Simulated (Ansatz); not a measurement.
# Al3Ga2Sb5: the cost of one run

Method: DFT PBE, scalar-relativistic, plane waves, PAW, in Ansatz 0.2.0.

## 1. Starting point

It takes space group I-4m2 (No. 119, tetragonal). Conventional cell: a = 4.399 Å, b = 4.399 Å, c = 31.097 Å, α = 90.00°, β = 90.00°, γ = 90.00°. Around Al (site symmetry 2mm) lie 4 Sb at 2.69 to 2.70 Å. Al (site symmetry -4m2) has 4 Sb at 2.70 Å in its first shell of neighbours. Around Ga (site symmetry 2mm) lie 4 Sb at 2.69 Å. Sb (site symmetry 2mm) is surrounded by 2 Al at 2.69 Å and 2 Ga at 2.69 Å. Sb (site symmetry 2mm) is surrounded by 4 Al at 2.70 Å. Around Sb (site symmetry -4m2) lie 4 Ga at 2.69 Å.

Structure file:

```cif
data_structure
_symmetry_space_group_name_H-M 'I-4m2'
_symmetry_Int_Tables_number 119
_cell_length_a 4.3991
_cell_length_b 4.3991
_cell_length_c 31.0967
_cell_angle_alpha 90.000
_cell_angle_beta 90.000
_cell_angle_gamma 90.000
_cell_volume 601.79
loop_
_atom_site_label
_atom_site_type_symbol
_atom_site_symmetry_multiplicity
_atom_site_Wyckoff_symbol
_atom_site_fract_x
_atom_site_fract_y
_atom_site_fract_z
_atom_site_occupancy
Al1 Al 4 e 0.50000 0.50000 0.39979 1
Al2 Al 2 b 0.50000 0.50000 0.00000 1
Ga1 Ga 4 e 0.50000 0.50000 0.20020 1
Sb1 Sb 4 f 0.50000 0.00000 0.34982 1
Sb2 Sb 4 f 0.00000 0.50000 0.44990 1
Sb3 Sb 2 c 0.00000 0.50000 0.25000 1
```

The start is the relaxed end of an invented cell (made as: elements ordered on the sites of the GaSb type, Al/Ga on Ga (I-4m2, No. 119)), taken up again for a closer look.

## 2. The guess as it stands, on a coarse mesh

input.yaml reads:

```yaml
crystal:
  lattice:
    - [-2.199557, 2.199557, 15.5483618]
    - [2.199557, -2.199557, 15.5483618]
    - [2.199557, 2.199557, -15.5483618]
  atoms:
    - { symbol: Al, position: [0.89979, 0.89979, 0.0] }
    - { symbol: Al, position: [0.5, 0.5, 0.0] }
    - { symbol: Al, position: [0.10021, 0.10021, 0.0] }
    - { symbol: Ga, position: [0.700195, 0.700195, 0.0] }
    - { symbol: Ga, position: [0.299805, 0.299805, 0.0] }
    - { symbol: Sb, position: [0.349816, 0.849816, 0.5] }
    - { symbol: Sb, position: [0.949905, 0.449905, 0.5] }
    - { symbol: Sb, position: [0.550095, 0.050095, 0.5] }
    - { symbol: Sb, position: [0.150184, 0.650184, 0.5] }
    - { symbol: Sb, position: [0.75, 0.25, 0.5] }
basis:
  ecutwfc: 420
kpoints:
  mp_grid: { grid: [6, 6, 6] }
hamiltonian:
  xc: pbe
scf:
  occupations: { method: gaussian, width: 0.1 }
  lower_state_search: "off"
output:
  forces: true
  stress: true
  eigenvalues: true
```

The run is started by

```console
> ansatz run input.yaml --threads 4 --pin off --max-ram 8192MiB --backend cpu --events-out ev --progress --plain --runs-dir out
```

What time and memory should one allow on 4 threads of Arm Neoverse V1, shared host?

About 15 s, with a peak of 0.88 GiB.
